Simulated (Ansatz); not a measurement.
A nudged elastic band was laid between two geometries of a periodic cell of 33 atoms, Al32H (host Al, host structure fcc, interstitial H).

These are results of DFT PBE-D3(BJ), scalar-relativistic, plane waves, PAW (Ansatz), not measurements. Settings: cutoff 420 eV, k mesh 2x2x2, gaussian smearing 0.1 eV, no spin polarisation.

```json
{
  "movable images": "3",
  "climbing image": "yes",
  "spring": "2.0 to 10.0 eV/Å², energy-weighted",
  "optimiser": "quadratic models (default)",
  "start path": "straight line",
  "force threshold": "0.03 eV/Å",
  "iteration limit": "80",
  "end points": "relaxed"
}
```

Image 0:

```xyz
33
Lattice="8.1000 0.0000 0.0000 0.0000 8.1000 0.0000 0.0000 0.0000 8.1000" Properties=species:S:1:pos:R:3
Al 4.047 -0.005 -0.005
Al 6.081 2.030 -0.005
Al 6.081 -0.005 2.030
Al -0.003 0.022 0.022
Al 2.030 2.002 0.023
Al 4.074 4.046 0.023
Al 6.054 6.079 0.022
Al 2.030 0.023 2.002
Al 4.047 2.030 2.030
Al 6.054 4.046 2.002
Al 4.074 0.023 4.046
Al 6.054 2.002 4.046
Al 6.054 0.022 6.079
Al 0.007 4.055 -0.011
Al 2.021 6.070 -0.011
Al -0.003 2.002 2.002
Al 2.021 4.055 2.035
Al 4.074 6.079 2.002
Al 0.007 -0.011 4.055
Al 2.021 2.035 4.055
Al 4.041 4.055 4.055
Al 6.087 6.070 4.055
Al 2.021 -0.011 6.070
Al 4.074 2.002 6.079
Al 6.087 4.055 6.070
Al 0.007 6.070 2.035
Al -0.074 3.975 3.975
Al 2.102 6.151 3.974
Al 0.007 2.035 6.070
Al 2.102 3.974 6.151
Al 4.041 6.069 6.069
Al -0.074 6.150 6.150
H 1.016 5.062 5.062
```

Image 4:

Only the atoms that move by more than 0.05 Å are listed.
```
Al21 4.126 3.976 3.973
Al27 0.012 4.058 4.054
Al28 1.949 6.153 3.972
Al30 1.951 3.978 6.147
Al31 4.126 6.152 6.149
Al32 0.012 6.071 6.067
H33 3.039 5.067 5.058
```

What changes between the two ends?

The atom that moves furthest is H33, by 2.02 Å; four of its nearest neighbours are Al30 1.88, Al28 1.88, Al27 1.89, Al32 1.89 Å at the first end and Al28 1.88, Al21 1.88, Al31 1.88, Al30 1.89 Å at the last.

What energy profile does the band end with?

The run converged. The highest image is number 1 of 0 to 4, 0.209 eV above the ends, which have the same energy within 2 meV. The profile has 2 maxima (images 1, 3) with wells between them (image 2): this band takes more than one step, which may be the mechanism or a detour left from its start path. By the program's own check the climbing image is a first-order saddle point (lowest curvatures found: -0.60 and 1.17 eV/Å²). Limits of this set-up: coarse k mesh, odd electron count without spin, a small cell, in which the defect meets its images.

| image | path coordinate (Å) | energy (eV) |
| --- | --- | --- |
| 0 | 0.00 | 0.000 |
| 1 | 1.13 | 0.209 |
| 2 | 1.92 | 0.170 |
| 3 | 2.78 | 0.189 |
| 4 | 3.64 | 0.000 |

What is the geometry of the highest image?


```xyz
33
Lattice="8.1000 0.0000 0.0000 0.0000 8.1000 0.0000 0.0000 0.0000 8.1000" Properties=species:S:1:pos:R:3
Al 4.048 -0.018 -0.019
Al 6.083 2.016 -0.013
Al 6.083 -0.012 2.015
Al -0.007 -0.029 -0.030
Al 2.031 1.980 -0.013
Al 4.036 4.028 -0.031
Al 6.046 6.065 -0.013
Al 2.031 -0.012 1.979
Al 4.053 2.016 2.015
Al 6.066 4.050 1.998
Al 4.036 -0.029 4.027
Al 6.066 1.999 4.049
Al 6.046 -0.012 6.063
Al 0.009 4.043 -0.024
Al 2.025 6.058 -0.008
Al 0.015 2.000 1.999
Al 2.038 4.038 2.010
Al 4.053 6.064 1.978
Al 0.009 -0.023 4.042
Al 2.038 2.011 4.036
Al 4.043 4.043 4.042
Al 6.078 6.071 4.036
Al 2.025 -0.007 6.057
Al 4.053 1.980 6.063
Al 6.078 4.038 6.070
Al 0.003 6.071 2.010
Al -0.023 4.011 4.010
Al 2.045 6.079 3.918
Al 0.003 2.011 6.070
Al 2.045 3.919 6.078
Al 4.059 6.058 6.057
Al -0.114 6.079 6.078
H 1.660 5.693 5.692
```

The run took 14 min on 2 threads of Intel(R) Xeon(R) Platinum 8488C (Sapphire Rapids) (shared host), peak memory 1.9 GiB.
